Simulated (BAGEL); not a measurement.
# TiO2 (titanium dioxide) at HF/STO-3G (density fitting with qzvpp-jkfit)

What is the vertical ionisation energy of TiO2 (titanium dioxide) at HF/STO-3G (density fitting with qzvpp-jkfit)? 

Program for the calculation: BAGEL 1.2.2.

2 further runs of the same task are left out: 2 that didn't finish. Runs told in other sessions of the task aren't counted.

## Step 1: Starting point

The species is TiO2 (3 atoms), meant as a singlet with charge 0. SMILES: `[O]=[Ti]=[O]`. Geometry: relaxed at PBE0-D4/def2-TZVP.

Bond lengths: O1–Ti2 1.628 Å, Ti2–O3 1.628 Å. Angles: O1–Ti2–O3 111.8°.

## Step 2: A single-point energy at HF/STO-3G (density fitting with qzvpp-jkfit)

File job.json:

```json
{ "bagel": [

{
  "title": "molecule",
  "basis": "sto-3g",
  "df_basis": "qzvpp-jkfit",
  "angstrom": "true",
  "geometry": [
    { "atom": "O", "xyz": [    0.921000,    0.928800,    0.444600 ] },
    { "atom": "Ti", "xyz": [    0.135000,   -0.492000,    0.331600 ] },
    { "atom": "O", "xyz": [   -1.056100,   -0.436800,   -0.776200 ] }
  ]
},
{ "title": "hf" },
{ "title": "print", "file": "orbitals.molden", "orbitals": "true" }

]}
```

Started as:

```console
$ BAGEL_NUM_THREADS=1 BAGEL job.json > job.out
```

Log:

```text
* using 1 threads per process

  ===============================================================
  ===============================================================

  *** Geometry ***

  { "atom" : "O", "xyz" : [      1.740438,      1.755178,      0.840172 ] },
  { "atom" : "Ti", "xyz" : [      0.255113,     -0.929745,      0.626633 ] },
  { "atom" : "O", "xyz" : [     -1.995740,     -0.825432,     -1.466805 ] },

  Number of auxiliary basis functions:      418

  Since a DF basis is specified, we compute 2- and 3-index integrals:
    o Being stored without compression. Storage requirement is 0.003 GB

  Number of basis functions:       28
  Number of electrons      :       38

    * METHOD: MOLECULE                             0.16

  *** RHF ***

  === Nuclear Repulsion ===
   127.0099190101

      * DIIS with orbital gradients will be used.

  === RHF iteration (sto-3g) ===
      0       -986.95265417          0.04683830           0.02
      1       -985.96936841          0.10698953           0.02
      2       -987.44020843          0.00540218           0.02
      3       -987.44934512          0.00167683           0.02
      4       -987.45190373          0.00098619           0.02
      5       -987.45302786          0.00026437           0.02
      6       -987.45305886          0.00012514           0.02
      7       -987.45307061          0.00005524           0.02
      8       -987.45307169          0.00002938           0.02
      9       -987.45307207          0.00000971           0.02
     10       -987.45307214          0.00000231           0.02
     11       -987.45307214          0.00000106           0.02
     12       -987.45307215          0.00000051           0.02
     13       -987.45307215          0.00000029           0.02
     14       -987.45307215          0.00000014           0.02
     15       -987.45307215          0.00000006           0.02
     16       -987.45307215          0.00000003           0.02
     17       -987.45307215          0.00000001           0.02
     18       -987.45307215          0.00000001           0.02
    * SCF iteration converged.

    * Permanent dipole moment:
           (   -0.572108,     2.084654,    -1.404985) a.u.

    * METHOD: HF                                   0.41

    * METHOD: PRINT                                0.00

  ===============================================================
```

Wall time 0.87 s (1 thread of Intel Xeon Platinum 8259CL at 2.50GHz (Skylake/Cascade Lake), shared host); peak memory 0.08 GiB.

## Step 3: The doublet cation at the same level

File input.json:

```json
{ "bagel": [

{
  "title": "molecule",
  "basis": "sto-3g",
  "df_basis": "qzvpp-jkfit",
  "angstrom": true,
  "geometry": [
    { "atom": "O", "xyz": [       0.921000,       0.928800,       0.444600 ] },
    { "atom": "Ti", "xyz": [       0.135000,      -0.492000,       0.331600 ] },
    { "atom": "O", "xyz": [      -1.056100,      -0.436800,      -0.776200 ] }
  ]
},

{ "title": "uhf", "charge": 1, "nopen": 1 },

{ "title": "print", "file": "orbitals.molden", "orbitals": true }

]}
```

Started as:

```console
$ BAGEL_NUM_THREADS=1 BAGEL input.json > input.out
```

Log:

```text
* using 1 threads per process

  ===============================================================
  ===============================================================

  *** Geometry ***

  { "atom" : "O", "xyz" : [      1.740438,      1.755178,      0.840172 ] },
  { "atom" : "Ti", "xyz" : [      0.255113,     -0.929745,      0.626633 ] },
  { "atom" : "O", "xyz" : [     -1.995740,     -0.825432,     -1.466805 ] },

  Number of auxiliary basis functions:      418

  Since a DF basis is specified, we compute 2- and 3-index integrals:
    o Being stored without compression. Storage requirement is 0.003 GB

  Number of basis functions:       28
  Number of electrons      :       38

    * METHOD: MOLECULE                             0.24

  *** Open-shell HF ***

  === Nuclear Repulsion ===
   127.0099190101

      * DIIS with orbital gradients will be used.

  === UHF iteration (sto-3g) ===
      0       -986.93614269          0.07532870           0.04
      1       -986.91334905          0.10213480           0.04
      2       -987.08002892          0.06437461           0.04
      3       -987.28361563          0.00467204           0.04
      4       -987.28985736          0.00214060           0.04
      5       -987.29320433          0.00128800           0.04
      6       -987.29473939          0.00105520           0.04
      7       -987.29649589          0.00068812           0.04
      8       -987.29702415          0.00040686           0.04
      9       -987.29706629          0.00022229           0.04
     10       -987.29711339          0.00013237           0.04
     11       -987.29714044          0.00010025           0.04
     12       -987.29716370          0.00005756           0.03
     13       -987.29716963          0.00003739           0.03
     14       -987.29717098          0.00002920           0.03
     15       -987.29717176          0.00002082           0.03
[... 27 lines of this table left out ...]
     43       -987.29717230          0.00000002           0.03
     44       -987.29717230          0.00000001           0.03
     45       -987.29717230          0.00000001           0.03
     46       -987.29717230          0.00000001           0.03
     47       -987.29717230          0.00000001           0.03
     48       -987.29717230          0.00000001           0.03
     49       -987.29717230          0.00000001           0.03
     50       -987.29717230          0.00000001           0.03
    * SCF iteration converged.

    * S^2 (UHF) is 1.0284

    * Permanent dipole moment:
           (   -0.549389,     1.999326,    -1.348112) a.u.

    * METHOD: UHF                                  2.02

    * METHOD: PRINT                                0.00

  ===============================================================
```

Run time: 2.6 s. Hardware: 1 thread of Intel Xeon Platinum 8259CL at 2.50GHz (Skylake/Cascade Lake), shared host; peak memory 0.08 GiB.

## Step 4: Summary of results

Level: HF/STO-3G (density fitting with qzvpp-jkfit).

```
                                          quantity          value
                        singlet TiO2: total energy  -987.45307 Eh
                       singlet TiO2: dipole moment         6.55 D
                         singlet TiO2: HOMO energy       -6.47 eV
                         singlet TiO2: LUMO energy        3.17 eV
                       singlet TiO2: HOMO–LUMO gap        9.64 eV
                      doublet cation: total energy  -987.29717 Eh
                              doublet cation: ⟨S²⟩          1.028
vertical ionisation energy (to the doublet cation)       4.242 eV
```

In words: Removing an electron at fixed nuclei costs 4.24 eV (98 kcal/mol). The negative HOMO energy of the first species, 6.47 eV, lies 2.23 eV above that difference. In a minimal basis such a difference can be off by several eV, whatever the method. ⟨S²⟩ (doublet cation) is 1.03 where a pure doublet has 0.75: the reference is spin-contaminated.
